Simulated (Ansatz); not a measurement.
**C (Diamond): structure and electronic properties**

The task here is to estimate one member of a computed series from the others.

Program: Ansatz 0.2.0. Level of theory: DFT HSE06, scalar-relativistic, plane waves, PAW. These are calculated values, not measurements.

## Starting point

Symmetry: Fd-3m, No. 227, cubic system. The conventional cell has a = 3.567 Å, b = 3.567 Å, c = 3.567 Å, α = 90.00°, β = 90.00°, γ = 90.00°. Around C (site symmetry -43m) lie 4 C at 1.54 Å.

Coordinates:

```cif
data_structure
_symmetry_space_group_name_H-M 'P 1'
_symmetry_Int_Tables_number 1
_cell_length_a 2.5221
_cell_length_b 2.5221
_cell_length_c 2.5221
_cell_angle_alpha 60.000
_cell_angle_beta 60.000
_cell_angle_gamma 60.000
_cell_volume 11.34
loop_
_atom_site_label
_atom_site_type_symbol
_atom_site_fract_x
_atom_site_fract_y
_atom_site_fract_z
_atom_site_occupancy
C1 C 0.00000 0.00000 0.00000 1
C2 C 0.25000 0.25000 0.25000 1
```

The structure comes from the Crystallography Open Database.

The first run:

(A quick probe on a coarse mesh, which set the mesh and smearing, is not shown.)

File input.yaml:

```yaml
crystal:
  lattice:
    - [0.0, 1.78337, 1.78337]
    - [1.78337, 0.0, 1.78337]
    - [1.78337, 1.78337, 0.0]
  atoms:
    - { symbol: C, position: [0.0, 0.0, 0.0] }
    - { symbol: C, position: [0.25, 0.25, 0.25] }
basis:
  ecutwfc: 420
kpoints:
  mp_grid: { grid: [10, 10, 10] }
hamiltonian:
  xc: hse06
scf:
  occupations: { method: gaussian, width: 0.1 }
output:
  forces: true
  stress: true
  eigenvalues: true
relax:
  adjacent_minimum: "off"
  f_tol: 0.05
  max_steps: 80
  cell: { stress_tol: 0.5 }
```

Started as:

```
$ ansatz run input.yaml --threads 4 --pin off --max-ram 10240MiB --backend cpu --events-out ev --progress --plain --runs-dir out
```

Among the steps run: Coarse relaxation; Full relaxation; Point at V/V0 = 0.97; Volume × 1.03; The cell scaled to 0.94 of its volume; Point at V/V0 = 1.06.

One of the session's tables, all rows but one given; the rest of the session is left out.

It belongs to the step «Equation of state». 

| volume (Å³/atom) | energy above the lowest point (meV/atom) | pressure (GPa) | gap on the mesh (eV) |
| --- | --- | --- | --- |
| 5.237 | 32.3 | 32.46 | 5.49 |
| 5.404 | 7.7 | 15.07 | 5.41 |
| 5.571 | 0.0 | -0.03 | 5.33 |
| 5.738 | ? | ? | ? |
| 5.905 | 27.0 | -24.67 | 5.19 |

**Question.** Estimate the row for volume (Å³/atom) = 5.738.

Worked estimate for «energy above the lowest point (meV/atom)». A straight line through the neighbours (5.571, 0.0) and (5.905, 27.0) gives 0.0 + (27.0 − 0.0) × (5.738 − 5.571) / (5.905 − 5.571) = 13.5; a parabola fitted to 3 rows on both sides gives 6.4.

**Answer.** energy above the lowest point (meV/atom): 7.0; pressure (GPa): -13.17; gap on the mesh (eV): 5.26. In «energy above the lowest point (meV/atom)» the line misses by +6.5 and the parabola by -0.6.

To keep in mind: The start is a reported cell, which holds thermal expansion that this zero-temperature run lacks. Warnings in the runs' records: stress scf threshold loose, stress exchange threshold loose.
